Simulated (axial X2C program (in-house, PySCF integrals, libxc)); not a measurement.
# A two-component session on SnH: EOM-IP-CCSD levels

Aim: EOM-IP-CCSD levels of SnH, with spin–orbit coupling in the Hamiltonian from the start.

Method: two-component X2C with atomic mean-field terms, Sn dyall-acv3z, H dyall-av3z; program: an in-house X2C program for linear molecules on PySCF integrals.

All values are calculated.

**1. Set-up**

File task.json:

```json
{"zs": [50, 1], "q": 0, "bas": ["dyall-acv3z", "dyall-av3z"], "r0": 1.72, "eom": "ip", "rq": -1, "thr": -2.0, "nmax": 95, "grid": [1, 0.96, 1.045, 0.92, 1.09, 1.15]}
```

Keys: zs atomic numbers; q charge; bas basis sets; r0 starting distance in Å; eom kind of EOM run; thr threshold in hartree for freezing inner shells (an s shell follows its p shell); nmax most natural virtual spinors; grid distances as factors.

On the command line:

```console
$ python soeom.py task.json out
```

Nuclei are Gaussian, cores are contracted, and the Gaunt term is on.

**2. EOM-IP-CCSD at 1.812 Å**

Reference: the closed shell SnH⁻; 16 electrons correlated, 88 virtual spinors; roots sought by Ω: 1/2: 4, 3/2: 3, 5/2: 1.

Output:

```text
two-component X2C + atomic mean field  HF
basis functions 171  fitting functions 855  grid points 5077
iter        total energy     max residual
   1      -6171.782072402     2.25e-01
   2      -6171.801053292     4.63e-03
   3      -6171.801608715     1.56e-03
   4      -6171.801673896     6.49e-04
   5      -6171.801689266     1.25e-04
   6      -6171.801691876     4.53e-05
   7      -6171.801692210     1.72e-05
   8      -6171.801692283     6.35e-06
   9      -6171.801692291     2.85e-06
  10      -6171.801692292     8.44e-07
converged
one-electron -8524.21458474  Coulomb 2505.67464748  exact exchange -164.34455918  xc functional 0.00000000  nuclear repulsion 14.60202017  atomic mean-field constant -3.51921603
correlated 16  virtual 240  natural virtual 88  E(MP2) -0.563670742  MP2 remainder -0.060322374
iter   CCSD correlation   residual
   1     -0.470797113   1.55e-01
   2     -0.484949230   7.54e-02
   3     -0.486381894   4.83e-02
   4     -0.486903787   2.72e-02
   5     -0.487252232   9.04e-03
   6     -0.487195075   2.81e-03
   7     -0.487199829   6.71e-04
   8     -0.487205142   1.66e-04
   9     -0.487202718   5.11e-05
  10     -0.487203338   2.07e-05
  11     -0.487203330   7.48e-06
(T) -0.014371975  T1 0.0219  D1 0.0440  max T2 0.238
EOM-IP-CCSD roots
2*Omega      energy/Eh   energy/eV  one-particle weight
    1       0.03867047      1.0523      0.949
    1       0.13710824      3.7309      0.889
    1       0.23335831      6.3500      0.075
    1       0.27544960      7.4954      0.112
    3       0.10148979      2.7617      0.000
    3       0.19083735      5.1929      0.000
    3       0.23870485      6.4955      0.000
    5       0.23423005      6.3737      0.000
```

T1 in the output is the amplitude norm over the root of the electron number; divide by √2 for the Lee–Taylor value.

```
  Ω  vertical IE (eV)  above lowest (cm⁻¹)                          spinor  weight
1/2             1.052                    0             87% Sn pπ, 10% H pπ    0.95
1/2             3.731                21600  47% Sn pσ, 27% H sσ, 17% Sn sσ    0.89
```

Run time: 20 s. Hardware: 1 thread of Arm Neoverse N1, shared host; peak memory 0.93 GiB.

**3. EOM-IP-CCSD at 1.740 Å**

```
  Ω  vertical IE (eV)  above lowest (cm⁻¹)                          spinor  weight
1/2             1.028                    0             86% Sn pπ, 11% H pπ    0.95
1/2             3.724                21740  48% Sn pσ, 24% H sσ, 19% Sn sσ    0.89
```

It took 20 s on 1 thread of Arm Neoverse N1, shared host; peak memory 0.96 GiB.

**4. EOM-IP-CCSD at 1.893 Å**

```
  Ω  vertical IE (eV)  above lowest (cm⁻¹)                          spinor  weight
1/2             1.085                    0              88% Sn pπ, 9% H pπ    0.95
1/2             3.719                21240  46% Sn pσ, 31% H sσ, 15% Sn sσ    0.89
```

Run time: 21 s. Hardware: 1 thread of Arm Neoverse N1, shared host; peak memory 0.96 GiB.

**5. EOM-IP-CCSD at 1.667 Å**

```
  Ω  vertical IE (eV)  above lowest (cm⁻¹)                          spinor  weight
1/2             1.010                    0             84% Sn pπ, 12% H pπ    0.95
1/2             3.702                21710  48% Sn pσ, 21% H sσ, 20% Sn sσ    0.88
```

It took 21 s on 1 thread of Arm Neoverse N1, shared host; peak memory 0.96 GiB.

**6. EOM-IP-CCSD at 1.975 Å**

```
  Ω  vertical IE (eV)  above lowest (cm⁻¹)                          spinor  weight
1/2             1.125                    0              89% Sn pπ, 8% H pπ    0.95
1/2             3.685                20650  44% Sn pσ, 35% H sσ, 13% Sn sσ    0.89
```

It took 21 s on 1 thread of Arm Neoverse N1, shared host; peak memory 0.96 GiB.

**7. EOM-IP-CCSD at 2.084 Å**

```
  Ω  vertical IE (eV)  above lowest (cm⁻¹)                          spinor  weight
1/2             1.188                    0              90% Sn pπ, 6% H pπ    0.95
1/2             3.612                19550  42% Sn pσ, 40% H sσ, 10% Sn sσ    0.90
```

It took 24 s on 1 thread of Arm Neoverse N1, shared host; peak memory 0.97 GiB.

**8. Curves of the states**

Energies in eV from the lowest point of the lowest state; states are followed by energy order within each Ω.

```
R (Å)  (1)Ω=1/2  (2)Ω=1/2
1.667    0.0631    2.7552
1.740    0.0000    2.6959
1.812    0.0043    2.6829
1.893    0.0681    2.7012
1.975    0.1771    2.7373
2.084    0.3724    2.7963
```

Constants where the minimum is well bracketed (masses 119.902 and 1.008 u):

```
   state  Te (cm⁻¹)  Re (Å)  ωe (cm⁻¹)
(1)Ω=1/2          0   1.769       1746
(2)Ω=1/2      21680   1.803       1228
```

**9. Results**

```
                     quantity                             value
       lowest root at 1.812 Å                 Ω = 1/2, 1.052 eV
next root led by one particle  Ω = 1/2, about 21600 cm⁻¹ higher
          T1 of the reference                             0.016
      lowest state, Re and ωe                1.769 Å, 1746 cm⁻¹
```

Removing an electron from the reference determinant of SnH⁻ costs 1.05 eV and empties a spinor of 87% Sn pπ, 10% H pπ. The closed-shell reference lies 0.41 eV above the lowest determinant found, so these energies count from an excited configuration. Errors of 0.1 to 0.3 eV are usual at this size, and roots led by higher excitations are left out, so the list is incomplete, and low states of that kind can be missing. T1 or the largest double amplitude of the reference is raised, which lowers the reliability. The bond is 0.035 Å shorter than in the closed-shell reference at CCSD (1.804 Å).
